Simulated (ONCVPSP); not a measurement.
# Co: generating and testing an ONCV potential

Do these settings give a usable potential? It is generated, then checked for transferability, scattering, ghosts and hardness.

The numbers are computed with ONCVPSP 4.0.1.1 (patched build) (LDA (Perdew-Wang 92), scalar-relativistic, spin-unpolarised reference atom).

### 1 Starting point

The settings as typed:

```
element                 : cobalt (Co, Z = 27)
type                    : optimised norm-conserving Vanderbilt (ONCV)
frozen core             : [Ne]
valence charge          : 17
reference configuration : 3s2 3p6 3d7 4s1.5 (charge +0.5)
partial waves           : 3s+4s: rc 1.10 bohr, ncon 4, nbas 9, qcut 9.7 1/bohr, 2 projectors; 3p: rc 1.20 bohr, ncon 5, nbas 10, qcut 13.3 1/bohr, 1 projector; 3d: rc 1.00 bohr, ncon 3, nbas 7, qcut 15.7 1/bohr, 1 projector
local potential         : polynomial inside 0.65 bohr (lpopt 5, dvloc0 2 Ha)
core correction         : not asked for
```

### 2 The generation run

Co.dat reads:

```
# ATOM AND REFERENCE CONFIGURATION
# atsym  z   nc   nv     iexc    psfile
  Co 27.00    3    4  -001012      upf
#
#   n    l    f
    1    0    2.00
    2    0    2.00
    2    1    6.00
    3    0    2.00
    3    1    6.00
    3    2    7.00
    4    0    1.50
#
# PSEUDOPOTENTIAL AND OPTIMIZATION
# lmax
    2
#
#   l,   rc,      ep,       ncon, nbas, qcut
    0    1.10    0.00    4    9    9.70
    1    1.20    0.00    5   10   13.30
    2    1.00    0.00    3    7   15.70
#
# LOCAL POTENTIAL
# lloc, lpopt,  rc(5),   dvloc0
    4    5    0.65    2.00
#
# VANDERBILT-KLEINMAN-BYLANDER PROJECTORs
# l, nproj, debl
    0    2    1.90
    1    1    2.80
    2    1    3.70
#
# MODEL CORE CHARGE
# icmod, fcfact, rcfact
    0    0.00    0.00
#
# LOG DERIVATIVE ANALYSIS
# epsh1, epsh2, depsh
   -5.00    5.00    0.04
#
# OUTPUT GRID
# rlmax, drl
    6.00    0.01
#
# TEST CONFIGURATIONS
# ncnf
    4
# nvcnf
#   n    l    f
    4
    3    0    2.00
    3    1    6.00
    3    2    7.00
    4    0    2.00
#
    4
    3    0    2.00
    3    1    6.00
    3    2    7.00
    4    0    1.00
#
    4
    3    0    2.00
    3    1    6.00
    3    2    7.00
    4    0    0.00
#
    4
    3    0    2.00
    3    1    6.00
    3    2    8.00
    4    0    1.00
#
```

Command:

```bash
$ oncvpsp.x < Co.dat > Co.out
```

What does the calculation give? Wanted: cutoffs for 1 and 0.1 mHa per electron, occupied waves; bound ghosts; GHOST(+) flags; largest test error; largest phase difference near zero energy, channels read.

The runs gave:

| quantity | value |
| --- | --- |
| cutoffs for 1 and 0.1 mHa per electron, occupied waves | 91 Ha and 103 Ha |
| bound ghosts | none found |
| GHOST(+) flags | s at 392 eV |
| largest test error (AE − PS) | +0.6 meV, for 3s2 3p6 3d8 4s1 |
| largest phase difference near zero energy, channels read | 0.007 rad |

What this shows: By total energies transferability is very good: the largest error is 0.6 meV on 5.0 eV, for 3s2 3p6 3d8 4s1. The potential is very hard: the looser tolerance needs 91 Ha. At the looser tolerance the 3d wave is the slowest; 3s needs 38 Ha. The program's ghost test flags no bound state. Near zero energy the phases of the channels with partial waves agree within 0.007 rad. The program also flags highly localised states, GHOST(+) (s).
